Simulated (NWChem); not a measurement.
# C8H18 (2,3-dimethylhexane) at 3 levels

We compute a comparison of 3 runs (PBE/STO-3G, PBE/3-21G, PBE/6-31G) of C8H18 (2,3-dimethylhexane). 

Program for the calculation: NWChem 7.3.0.

### Step 1. The molecule

The species is C8H18 (26 atoms), meant as a singlet with charge 0. As SMILES, `CCCC(C)C(C)C`. The coordinates come from a PBE0-D4/def2-TZVP relaxation. This is one conformer, not always the lowest.

Some bond lengths: C1–C2 1.520 Å, C2–C3 1.525 Å, C3–C4 1.528 Å, C4–C5 1.523 Å, C4–C6 1.540 Å, C6–C7 1.523 Å, C6–C8 1.523 Å, C1–H9 1.094 Å, C1–H10 1.092 Å, C1–H11 1.093 Å, C2–H12 1.095 Å, C2–H13 1.095 Å, C3–H14 1.096 Å, C3–H15 1.096 Å, C4–H16 1.098 Å, C5–H17 1.094 Å. Some angles: C1–C2–C3 114.1°, C2–C3–C4 115.4°, C3–C4–C5 111.5°, C3–C4–C6 113.0°, C5–C4–C6 111.4°, C4–C6–C7 113.8°, C4–C6–C8 112.2°, C7–C6–C8 110.4°, C1–C2–H12 109.0°, C1–C2–H13 109.6°.

### Step 2. The charge distribution at PBE/STO-3G (run 1)

c8h18.nw

```
start c8h18
memory 2200 mb
charge 0

geometry noautosym nocenter noautoz
 C       -0.336400      -2.147200      -2.009900
 C       -0.328300      -0.636900      -2.179600
 C        0.285200       0.119600      -1.005600
 C       -0.409700      -0.083300       0.340100
 C       -1.857200       0.388700       0.296900
 C        0.354800       0.554700       1.515400
 C        0.557100       2.058000       1.374000
 C        1.685000      -0.137800       1.779200
 H        0.669400      -2.524400      -1.801700
 H       -0.696500      -2.643900      -2.913800
 H       -0.981600      -2.462200      -1.186300
 H        0.237700      -0.381900      -3.081700
 H       -1.348100      -0.282600      -2.361400
 H        1.335700      -0.179300      -0.918700
 H        0.289300       1.188700      -1.245800
 H       -0.423400      -1.160300       0.551400
 H       -1.929500       1.434600      -0.015200
 H       -2.451800      -0.200600      -0.404300
 H       -2.327400       0.300100       1.280000
 H       -0.273900       0.391500       2.401000
 H        1.003000       2.469900       2.282900
 H        1.231700       2.293400       0.546500
 H       -0.383400       2.585900       1.201600
 H        1.558100      -1.219200       1.880800
 H        2.401100       0.040600       0.972500
 H        2.139200       0.234000       2.701400
end

basis "ao basis" spherical bse
 * library STO-3G
end

dft
 xc xpbe96 cpbe96
 grid fine
 convergence energy 1e-08
 iterations 100
 mulliken
 noprint "final vectors analysis"
end

property
 dipole
 quadrupole
 mulliken
end

task dft property
```

The run is started by

```console
$ nwchem c8h18.nw > c8h18.out
```

The log of the run:

```text
[...]
          Wavefunction type:  closed shell.
          No. of atoms     :    26
          No. of electrons :    66
[...]
          Charge           :     0
          Spin multiplicity:     1
[...]
          AO basis - number of functions:    58
[...]
              XC Information
              --------------
          PerdewBurkeErnzerhof Exchange Functional  1.000
            Perdew 1991 LDA Correlation Functional  1.000 local
           PerdewBurkeErnz. Correlation Functional  1.000 non-local
[...]
 d= 0,ls=0.0,diis     1   -311.4387829019 -7.27D+02  1.70D-02  4.38D-01     3.9
[...]
 d= 0,ls=0.0,diis     7   -311.4980695900 -6.79D-09  8.72D-07  2.47D-09    19.5
         Total DFT energy =     -311.498069590030
      One electron energy =    -1244.150770941488
           Coulomb energy =      566.930777651946
    Exchange-Corr. energy =      -49.790291435255
 Nuclear repulsion energy =      415.512215134767
[...]
      Total Density - Mulliken Population Analysis
     ---------------------------------------------
    Atom       Charge   Shell Charges
 -----------   ------   -------------------------------------------------------
    1 C    6     6.24   1.99  1.20  3.05
    2 C    6     6.15   1.99  1.19  2.97
    3 C    6     6.15   1.99  1.19  2.97
    4 C    6     6.06   1.99  1.18  2.89
    5 C    6     6.24   1.99  1.20  3.05
    6 C    6     6.06   1.99  1.18  2.89
    7 C    6     6.24   1.99  1.20  3.05
    8 C    6     6.24   1.99  1.20  3.05
    9 H    1     0.92   0.92
   10 H    1     0.92   0.92
[...]
   Dipole moment        0.0262043208 Debye(s)
             DMX        0.0069403756 DMXEFC        0.0000000000
             DMY       -0.0154424302 DMYEFC        0.0000000000
             DMZ        0.0200007242 DMZEFC        0.0000000000
   -EFC- dipole         0.0000000000 DEBYE(S)
   Total dipole         0.0262043208 DEBYE(S)
[...]
```

Run time: 20 s. Hardware: 1 thread of AMD EPYC 9R45 (Zen 5), shared host; peak memory 0.13 GiB.

### Step 3. Energy and one-electron properties at PBE/3-21G (run 2)

job.nw

```
start job
title "C8H18"
memory 2200 mb
geometry units bohr noautosym nocenter noautoz
   C  -0.63570387 -4.05761993 -3.79816054
   C  -0.62039709 -1.20356657 -4.11884706
   C   0.53894989  0.22601124 -1.90030859
   C  -0.77422079 -0.15741419  0.64269585
   C  -3.50959936  0.73453654  0.56105969
   C   0.67047483  1.04823108  2.86369097
   C   1.05276642  3.88905636  2.59648370
   C   3.18418852 -0.26040426  3.36220072
   H   1.26498267 -4.77042463 -3.40471956
   H  -1.31619425 -4.99624690 -5.50628398
   H  -1.85495516 -4.65288366 -2.24178210
   H   0.44918790 -0.72168641 -5.82356900
   H  -2.54753979 -0.53403660 -4.46239927
   H   2.52410718 -0.33882789 -1.73609139
   H   0.54669777  2.24631744 -2.35422081
   H  -0.80011004 -2.19264922  1.04199499
   H  -3.64622656  2.71100110 -0.02872384
   H  -4.63323051 -0.37907906 -0.76401627
   H  -4.39814858  0.56710681  2.41884944
   H  -0.51759599  0.73982778  4.53723243
   H   1.89539530  4.66743456  4.31405577
   H   2.32757567  4.33389789  1.03273533
   H  -0.72452100  4.88664279  2.27069491
   H   2.94438227 -2.30395409  3.55419690
   H   4.53742140  0.07672288  1.83775866
   H   4.04250213  0.44219591  5.10490615
end
basis spherical bse
   * library 3-21G
end
dft
   xc xpbe96 cpbe96
   grid fine
   convergence energy 1e-08
   iterations 100
   mulliken
   noprint "final vectors analysis"
end
property
   dipole
   quadrupole
   mulliken
end
task dft property
```

The run is started by

```console
$ nwchem job.nw > job.out
```

The log of the run:

```text
[...]
          Wavefunction type:  closed shell.
          No. of atoms     :    26
          No. of electrons :    66
[...]
          Charge           :     0
          Spin multiplicity:     1
[...]
          AO basis - number of functions:   108
[...]
              XC Information
              --------------
          PerdewBurkeErnzerhof Exchange Functional  1.000
            Perdew 1991 LDA Correlation Functional  1.000 local
           PerdewBurkeErnz. Correlation Functional  1.000 non-local
[...]
 d= 0,ls=0.0,diis     1   -313.4648102403 -7.29D+02  6.05D-03  8.15D-01     4.8
[...]
 d= 0,ls=0.0,diis     8   -313.5343911359 -9.84D-10  1.46D-06  1.54D-08    27.7
         Total DFT energy =     -313.534391135928
      One electron energy =    -1244.747217420182
           Coulomb energy =      565.300683412132
    Exchange-Corr. energy =      -49.600042426705
 Nuclear repulsion energy =      415.512185298827
[...]
      Total Density - Mulliken Population Analysis
     ---------------------------------------------
    Atom       Charge   Shell Charges
 -----------   ------   -------------------------------------------------------
    1 C    6     6.60   1.99  0.37  1.69  1.11  1.45
    2 C    6     6.42   1.99  0.36  1.67  1.09  1.31
    3 C    6     6.38   1.99  0.36  1.67  1.09  1.28
    4 C    6     6.24   1.99  0.35  1.66  1.08  1.16
    5 C    6     6.59   1.99  0.36  1.68  1.11  1.44
    6 C    6     6.25   1.99  0.35  1.66  1.08  1.18
    7 C    6     6.58   1.99  0.36  1.68  1.11  1.44
    8 C    6     6.58   1.99  0.37  1.68  1.11  1.44
    9 H    1     0.80   0.47  0.33
   10 H    1     0.80   0.47  0.33
[...]
   Dipole moment        0.0250070817 Debye(s)
             DMX       -0.0145861374 DMXEFC        0.0000000000
             DMY       -0.0203120116 DMYEFC        0.0000000000
             DMZ       -0.0001446240 DMZEFC        0.0000000000
   -EFC- dipole         0.0000000000 DEBYE(S)
   Total dipole         0.0250070817 DEBYE(S)
[...]
```

Run time: 29 s. Hardware: 1 thread of AMD EPYC 9R45 (Zen 5), shared host; peak memory 0.13 GiB.

### Step 4. The charge distribution at PBE/6-31G (run 3)

run.nw

```
start run
memory stack 880 mb heap 220 mb global 1100 mb
geometry units angstroms noautosym nocenter noautoz
  C    -0.336400   -2.147200   -2.009900
  C    -0.328300   -0.636900   -2.179600
  C     0.285200    0.119600   -1.005600
  C    -0.409700   -0.083300    0.340100
  C    -1.857200    0.388700    0.296900
  C     0.354800    0.554700    1.515400
  C     0.557100    2.058000    1.374000
  C     1.685000   -0.137800    1.779200
  H     0.669400   -2.524400   -1.801700
  H    -0.696500   -2.643900   -2.913800
  H    -0.981600   -2.462200   -1.186300
  H     0.237700   -0.381900   -3.081700
  H    -1.348100   -0.282600   -2.361400
  H     1.335700   -0.179300   -0.918700
  H     0.289300    1.188700   -1.245800
  H    -0.423400   -1.160300    0.551400
  H    -1.929500    1.434600   -0.015200
  H    -2.451800   -0.200600   -0.404300
  H    -2.327400    0.300100    1.280000
  H    -0.273900    0.391500    2.401000
  H     1.003000    2.469900    2.282900
  H     1.231700    2.293400    0.546500
  H    -0.383400    2.585900    1.201600
  H     1.558100   -1.219200    1.880800
  H     2.401100    0.040600    0.972500
  H     2.139200    0.234000    2.701400
end
basis spherical bse
  * library 6-31G
end
dft
  xc xpbe96 cpbe96
  mult 1
  grid fine
  convergence energy 1e-08
  iterations 100
  mulliken
  noprint "final vectors analysis"
end
property
  dipole
  quadrupole
  mulliken
end
task dft property
```

The run is started by

```console
$ nwchem run.nw > run.out
```

The log of the run:

```text
[...]
          Wavefunction type:  closed shell.
          No. of atoms     :    26
          No. of electrons :    66
[...]
          Charge           :     0
          Spin multiplicity:     1
[...]
          AO basis - number of functions:   108
[...]
              XC Information
              --------------
          PerdewBurkeErnzerhof Exchange Functional  1.000
            Perdew 1991 LDA Correlation Functional  1.000 local
           PerdewBurkeErnz. Correlation Functional  1.000 non-local
[...]
 d= 0,ls=0.0,diis     1   -315.0969870553 -7.31D+02  7.52D-03  6.42D-01     6.4
[...]
 d= 0,ls=0.0,diis     8   -315.1651602105 -9.33D-10  1.56D-06  1.47D-08    38.4
         Total DFT energy =     -315.165160210491
      One electron energy =    -1246.934778662908
           Coulomb energy =      566.024626199357
    Exchange-Corr. energy =      -49.767222881707
 Nuclear repulsion energy =      415.512215134767
[...]
      Total Density - Mulliken Population Analysis
     ---------------------------------------------
    Atom       Charge   Shell Charges
 -----------   ------   -------------------------------------------------------
    1 C    6     6.46   2.00  0.67  2.14  0.67  0.99
    2 C    6     6.29   2.00  0.66  2.12  0.64  0.87
    3 C    6     6.27   2.00  0.66  2.12  0.65  0.85
    4 C    6     6.10   2.00  0.65  2.10  0.63  0.73
    5 C    6     6.46   2.00  0.67  2.14  0.67  0.98
    6 C    6     6.11   2.00  0.66  2.09  0.62  0.74
    7 C    6     6.45   2.00  0.67  2.14  0.67  0.98
    8 C    6     6.45   2.00  0.67  2.14  0.67  0.98
    9 H    1     0.85   0.53  0.32
   10 H    1     0.85   0.53  0.32
[...]
   Dipole moment        0.0342227394 Debye(s)
             DMX       -0.0224101239 DMXEFC        0.0000000000
             DMY       -0.0250928251 DMYEFC        0.0000000000
             DMZ       -0.0062715525 DMZEFC        0.0000000000
   -EFC- dipole         0.0000000000 DEBYE(S)
   Total dipole         0.0342227394 DEBYE(S)
[...]
```

It took 39 s on 1 thread of AMD EPYC 9R45 (Zen 5), shared host; peak memory 0.13 GiB.

### Step 5. All runs side by side

```csv
run,level,energy (Eh),dipole moment (D),wall time
1,PBE/STO-3G,-311.498070,0.03,20 s
2,PBE/3-21G,-313.534391,0.03,29 s
3,PBE/6-31G,-315.165160,0.03,39 s
```

### Step 6. Summary of results

| quantity | value |
| --- | --- |
| run 3: total energy | -315.16516 Eh |
| run 3: dipole moment | 0.03 D |

What this shows: In run 1 the basis is minimal, so the values are rough. All runs together took 88 s, the longest 39 s.
